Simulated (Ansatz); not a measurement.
**BH₇N₂OSn: small, medium and large basis sets**

The task here is to estimate one member of a computed series from the others.

Computed with Ansatz 0.2.0, Gaussian basis. Level: one geometry, several basis sets.

Levels to be run: PBE0-D4/def2-SVP; ωB97M-V/def2-SVP; PBE0-D4/def2-QZVPP; ωB97M-V/def2-QZVPP; the functionals' def2-TZVPP values are taken from earlier runs.

### The relaxed structure

All runs share one geometry, relaxed beforehand with PBE0-D4 in a triple-zeta def2 set. Sn takes the def2 core potential; no spin-orbit term is included.

SMILES `B[NH][SnH]([NH2])[OH]`, 12 atoms, charge 0, spin multiplicity 1.

Atoms are counted from 1 here; the program's logs count them from 0.

Bond lengths: B1–N2 1.389 Å, B1–H6 1.205 Å, B1–H7 1.199 Å, N2–Sn3 2.050 Å, N2–H8 1.010 Å, Sn3–N4 2.007 Å, Sn3–O5 1.948 Å, Sn3–H9 1.700 Å, N4–H10 1.011 Å, N4–H11 1.011 Å, O5–H12 0.962 Å. Angles: N2–B1–H6 119.4°, N2–B1–H7 120.7°, H6–B1–H7 120.0°, B1–N2–Sn3 125.3°, B1–N2–H8 117.6°, Sn3–N2–H8 117.2°, N2–Sn3–N4 114.8°, N2–Sn3–O5 103.8°, N2–Sn3–H9 110.1°, N4–Sn3–O5 105.3°, N4–Sn3–H9 109.5°, O5–Sn3–H9 113.1°, Sn3–N4–H10 114.1°, Sn3–N4–H11 115.2°, H10–N4–H11 108.6°, Sn3–O5–H12 111.1°.

The first run:

Input file in.yaml:

```yaml
crystal:
  periodic: [false, false, false]
  atoms:
    - {symbol: B, position_ang: [-2.067096, -0.018074, -0.156954]}
    - {symbol: N, position_ang: [-0.986696, -0.743340, 0.329967]}
    - {symbol: Sn, position_ang: [0.905726, -0.005855, 0.604820]}
    - {symbol: N, position_ang: [2.167186, -0.335166, -0.921020]}
    - {symbol: O, position_ang: [0.650452, 1.924904, 0.652535]}
    - {symbol: H, position_ang: [-1.916865, 1.140769, -0.449799]}
    - {symbol: H, position_ang: [-3.141592, -0.534648, -0.287355]}
    - {symbol: H, position_ang: [-1.143350, -1.712111, 0.569625]}
    - {symbol: H, position_ang: [1.573726, -0.627430, 2.039601]}
    - {symbol: H, position_ang: [1.828122, -0.007909, -1.815992]}
    - {symbol: H, position_ang: [2.476709, -1.292216, -1.024308]}
    - {symbol: H, position_ang: [-0.269419, 2.155876, 0.492983]}
basis:
  gaussian: {orbitals: def2-SVP}
hamiltonian: {xc: pbe0, dispersion: d4}
output: {orbitals: {seedname: orbitals}}
```

Launch:

```sh
> ansatz run in.yaml --threads 4 --pin off --events-out ev --progress --plain --max-ram 10444MiB
```

Among the steps run: PBE0-D4 in def2-SVP; ωB97M-V in def2-SVP; PBE0-D4 in def2-QZVPP; ωB97M-V in def2-QZVPP.

One of the session's tables, all rows but one given; the rest of the session is left out.

It belongs to the step «Density functionals: the series». 

```
functional       basis  HOMO (eV)  LUMO (eV)
   PBE0-D4    def2-SVP          ?          ?
   PBE0-D4  def2-TZVPP      -7.60      -0.41
   PBE0-D4  def2-QZVPP      -7.64      -0.52
   ωB97M-V    def2-SVP      -9.73       1.89
   ωB97M-V  def2-TZVPP      -9.96       1.29
   ωB97M-V  def2-QZVPP     -10.00       0.91
```

Estimate the missing values for PBE0-D4, def2-SVP.

**Answer.** HOMO (eV): -7.38; LUMO (eV): -0.07. In the column «HOMO (eV)» it is the highest.
